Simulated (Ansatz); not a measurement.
# FGe2H5O: one species, many methods

An exercise on one series of results from a longer session: the logs are not shown, and one member is left open.

Computed with Ansatz 0.2.0, Gaussian basis. Level: functionals in def2-TZVPP, the program's frozen cores in correlated methods.

Plan: PBE-D4, r2SCAN-D4, PBE0-D4, B3LYP-D4, ωB97X-V, ωB97M-V, B2PLYP; CCSD(T)/def2-TZVPP; MP2/def2-QZVPP; extrapolation to the limit.

### Structure used throughout

An earlier PBE0-D4 in a triple-zeta def2 set relaxation fixed the geometry.

SMILES `[F][GeH2][O][GeH3]`, 9 atoms, charge 0, spin multiplicity 1.

Atoms are counted from 1 here; the program's logs count them from 0.

Bond lengths: F1–Ge2 1.741 Å, Ge2–O3 1.748 Å, Ge2–H5 1.529 Å, Ge2–H6 1.535 Å, O3–Ge4 1.784 Å, Ge4–H7 1.535 Å, Ge4–H8 1.534 Å, Ge4–H9 1.540 Å. Angles: F1–Ge2–O3 106.6°, F1–Ge2–H5 107.6°, F1–Ge2–H6 105.4°, O3–Ge2–H5 108.2°, O3–Ge2–H6 111.5°, H5–Ge2–H6 116.9°, Ge2–O3–Ge4 128.0°, O3–Ge4–H7 108.5°, O3–Ge4–H8 105.2°, O3–Ge4–H9 108.7°, H7–Ge4–H8 111.7°, H7–Ge4–H9 111.0°, H8–Ge4–H9 111.4°.

Set-up of the first run:

Input file in.yaml:

```yaml
crystal:
  periodic: [false, false, false]
  atoms:
    - {symbol: F, position_ang: [1.779785, 0.688347, -1.196365]}
    - {symbol: Ge, position_ang: [0.263373, 1.394976, -0.713049]}
    - {symbol: O, position_ang: [-0.804024, 0.068079, -0.318098]}
    - {symbol: Ge, position_ang: [-0.465159, -1.342759, 0.720051]}
    - {symbol: H, position_ang: [-0.312167, 2.126667, -1.925923]}
    - {symbol: H, position_ang: [0.585495, 2.246190, 0.522807]}
    - {symbol: H, position_ang: [0.172038, -2.440982, -0.142157]}
    - {symbol: H, position_ang: [-1.829813, -1.775490, 1.270271]}
    - {symbol: H, position_ang: [0.484470, -0.907427, 1.851362]}
basis:
  gaussian: {orbitals: def2-TZVPP}
hamiltonian: {xc: pbe, dispersion: d4}
output: {forces: true, orbitals: {seedname: orbitals}}
```

Steps of the session up to this table: PBE-D4 (GGA); r2SCAN-D4 (meta-GGA); PBE0-D4 (hybrid); B3LYP-D4 (hybrid); ωB97X-V (range-separated); ωB97M-V (range-separated); B2PLYP (double hybrid); CCSD(T) in def2-TZVPP; MP2 in def2-QZVPP.

One table of the session follows, with a row left open; its other results are not shown here.

```
            method  atomisation energy (kcal/mol)
            PBE-D4                              ?
         r2SCAN-D4                          654.4
           PBE0-D4                          639.2
          B3LYP-D4                          646.3
           ωB97X-V                          659.5
           ωB97M-V                          648.9
            B2PLYP                          645.1
     HF/def2-TZVPP                          464.7
    MP2/def2-TZVPP                          653.4
   CCSD/def2-TZVPP                          636.9
CCSD(T)/def2-TZVPP                          646.4
           MP2/CBS                          666.6
       CCSD(T)/CBS                          659.6
```

Estimate the missing values for PBE-D4.

**Answer.** atomisation energy (kcal/mol): 650.6. In the column «atomisation energy (kcal/mol)» it lies between ωB97M-V (648.9) and MP2/def2-TZVPP (653.4).

Limits of these values: Free atoms (1 F, 2 Ge, 1 O, 5 H) were run apart at each level; the atomisation energy is their sum less the molecule, without zero-point or spin-orbit terms.
